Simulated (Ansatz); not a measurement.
# CH7AlClFSi: the cost of one run

Method: UKS PBE-D4/STO-3G, in Ansatz 0.2.0.

## 1. The starting structure

Bond lengths: Al1–Si2 2.713 Å, Al1–C3 1.974 Å, Al1–F4 1.648 Å, Al1–Cl6 2.601 Å, Si2–H7 1.466 Å, Si2–H8 1.464 Å, Si2–H9 1.484 Å, C3–H10 1.093 Å, C3–H11 1.094 Å, C3–H12 1.093 Å. Angles (14 of 18 angles, heavy atoms first): Si2–Al1–C3 112.8°, Si2–Al1–F4 102.0°, Si2–Al1–Cl6 86.1°, C3–Al1–F4 125.2°, C3–Al1–Cl6 116.2°, F4–Al1–Cl6 106.8°, Al1–Si2–H7 122.3°, Al1–Si2–H8 127.0°, Al1–Si2–H9 79.6°, Al1–C3–H10 111.8°, Al1–C3–H11 112.5°, Al1–C3–H12 110.9°, H7–Si2–H8 107.1°, H7–Si2–H9 105.2°.

Coordinates:

```xyz
12

Al   -0.8861   -0.1314    0.3755
Si    1.8005   -0.1453    0.7552
C    -1.3892   -0.0980   -1.5331
F    -1.3915   -1.2521    1.4725
H     0.3452    0.9602    1.1644
Cl   -0.8694    2.1631    1.5999
H     2.7132    0.6507   -0.0704
H     2.5137   -0.4749    1.9903
H     1.6268   -1.4240    0.0221
H    -2.1466    0.6625   -1.7394
H    -1.7896   -1.0555   -1.8777
H    -0.5270    0.1446   -2.1593
```

## 2. Run 1

150 steps of 0.5 fs at constant energy, with velocities drawn for 1000 K.

The input, input.yaml:

```yaml
crystal:
  periodic: [false, false, false]
  atoms:
    - { symbol: Al, position_ang: [-0.8861, -0.1314, 0.3755] }
    - { symbol: Si, position_ang: [1.8005, -0.1453, 0.7552] }
    - { symbol: C, position_ang: [-1.3892, -0.098, -1.5331] }
    - { symbol: F, position_ang: [-1.3915, -1.2521, 1.4725] }
    - { symbol: H, position_ang: [0.3452, 0.9602, 1.1644] }
    - { symbol: Cl, position_ang: [-0.8694, 2.1631, 1.5999] }
    - { symbol: H, position_ang: [2.7132, 0.6507, -0.0704] }
    - { symbol: H, position_ang: [2.5137, -0.4749, 1.9903] }
    - { symbol: H, position_ang: [1.6268, -1.424, 0.0221] }
    - { symbol: H, position_ang: [-2.1466, 0.6625, -1.7394] }
    - { symbol: H, position_ang: [-1.7896, -1.0555, -1.8777] }
    - { symbol: H, position_ang: [-0.527, 0.1446, -2.1593] }
magnetization:
  spin_polarized: true
basis:
  gaussian: { orbitals: STO-3G }
hamiltonian:
  xc: pbe
  dispersion: d4
md:
  timestep: 0.5
  n_steps: 150
  ensemble: nve
  temperature: 1000.0
  initial_velocities: maxwell_boltzmann
  seed: 961677
```

Command:

```bash
$ ansatz run input.yaml --threads 1 --pin off --max-ram 2048MiB --backend cpu --events-out ev --progress --plain --runs-dir out
```

**Question.** How long does this run take on 1 thread of Intel Xeon 6975P-C (Granite Rapids), shared host, and how much memory does it need?

About 5.2 min, with a peak of 0.14 GiB.
